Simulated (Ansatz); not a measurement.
# GeH₄ (singlet): the correlation ladder at distance Ge1–H2 = 1.534 Å, 6-31G

The task here is to estimate one member of a computed series from the others.

The runs use Ansatz 0.2.0, Gaussian basis; 6-31G, core rule «outside noble gas», up to 14 orbitals frozen.

The runs, in order: UHF; CCSD(T) on RHF; BCCD(T) on RHF; CISD; CCSDT(Q) on RHF; CCSDTQ on RHF; CASSCF and MRCISD+Q, 2 electrons in 2 orbitals; CASSCF and NEVPT2, 2 electrons in 2 orbitals; CASSCF and MRCISD+Q, 8 electrons in 8 orbitals; CASSCF and NEVPT2, 8 electrons in 8 orbitals; Full CI.

## The system

The geometry derives from a PBE0/def2-TZVP stationary point (not a proven minimum). One bond is set to the value named and the two fragments are kept rigid. No spin-orbit coupling is included. The filled d shell of Ge may be among the frozen orbitals whatever the setting's name suggests; the logs give the count.

5 atoms, charge 0, spin multiplicity 1.

Atoms are counted from 1 here; the program's logs count them from 0.

Bond lengths: Ge1–H2 1.534 Å, Ge1–H3 1.534 Å, Ge1–H4 1.534 Å, Ge1–H5 1.534 Å. Angles: H2–Ge1–H3 109.5°, H2–Ge1–H4 109.5°, H2–Ge1–H5 109.5°, H3–Ge1–H4 109.5°, H3–Ge1–H5 109.5°, H4–Ge1–H5 109.5°.

Geometry (Å):

```xyz
5
GeH4
Ge    0.00000    0.00000    0.00000
H     0.88432    0.88720    0.88605
H    -0.88789   -0.88402    0.88566
H    -0.88382    0.88451   -0.88922
H     0.88739   -0.88769   -0.88248
```

Set-up of the first run:

Contents of in.yaml:

```yaml
crystal:
  periodic: [false, false, false]
  atoms:
    - {symbol: Ge, position_ang: [0.000000, 0.000000, 0.000000]}
    - {symbol: H, position_ang: [0.884324, 0.887199, 0.886047]}
    - {symbol: H, position_ang: [-0.887886, -0.884021, 0.885661]}
    - {symbol: H, position_ang: [-0.883825, 0.884513, -0.889224]}
    - {symbol: H, position_ang: [0.887387, -0.887691, -0.882484]}
basis:
  gaussian: {orbitals: 6-31G}
magnetization: {spin_polarized: true, initial_magnetization: 0}
hamiltonian: {xc: hf}
output: {orbitals: {seedname: orbitals}}
```

The run is started by

```bash
ansatz run in.yaml --threads 1 --pin off --events-out ev --progress --plain --max-ram 4096MiB --backend cpu
```

Among the steps run: UHF; CCSD(T) on RHF; BCCD(T) on RHF; CISD; CCSDT(Q) on RHF; CCSDTQ on RHF; CASSCF and MRCISD+Q, 2 electrons in 2 orbitals; CASSCF and NEVPT2, 2 electrons in 2 orbitals; CASSCF and MRCISD+Q, 8 electrons in 8 orbitals; CASSCF and NEVPT2, 8 electrons in 8 orbitals; Full CI.

One of the session's tables, all rows but one given; the rest of the session is left out.

```
          method  from FCI (kcal/mol)
             RHF               +54.25
            RMP2               +15.53
            CISD                +2.83
           RCCSD                +0.85
        RCCSD(T)                +0.23
         BCCD(T)                +0.23
          RCCSDT                +0.02
       RCCSDT(Q)                +0.01
         RCCSDTQ                 0.00
     CASSCF pair               +44.79
     NEVPT2 pair               +13.33
     MRCISD pair                +1.92
   MRCISD+Q pair                -0.16
  CASSCF valence               +14.03
  NEVPT2 valence                    ?
  MRCISD valence                +0.38
MRCISD+Q valence                +0.20
             FCI                    0
```

Estimate the missing values for NEVPT2 valence.

As computed: from FCI (kcal/mol): +3.89. In the column «from FCI (kcal/mol)» it lies between CISD (+2.83) and NEVPT2 pair (+13.33).

Some runs used a GPU and others CPU threads alone; cost is compared among the CPU runs only.

Among the levels timed on like hardware, those that no quicker one beats, quickest first: BCCD(T) (0.48 s, +0.23 kcal/mol); MRCISD+Q pair (0.97 s, -0.16 kcal/mol); RCCSDT(Q) (1.2 s, +0.01 kcal/mol). Runs this short are mostly start-up, so their order is noise.

Caveats from the session: The yardstick is full CI for this spin, exact in this basis with these frozen cores. MRCISD+Q pair falls below full CI: the +Q correction isn't variational, and the cores differ from full CI's. Of the multireference levels listed MRCISD+Q pair comes nearest in total energy (-0.16 kcal/mol), which doesn't show that its space is the better one.
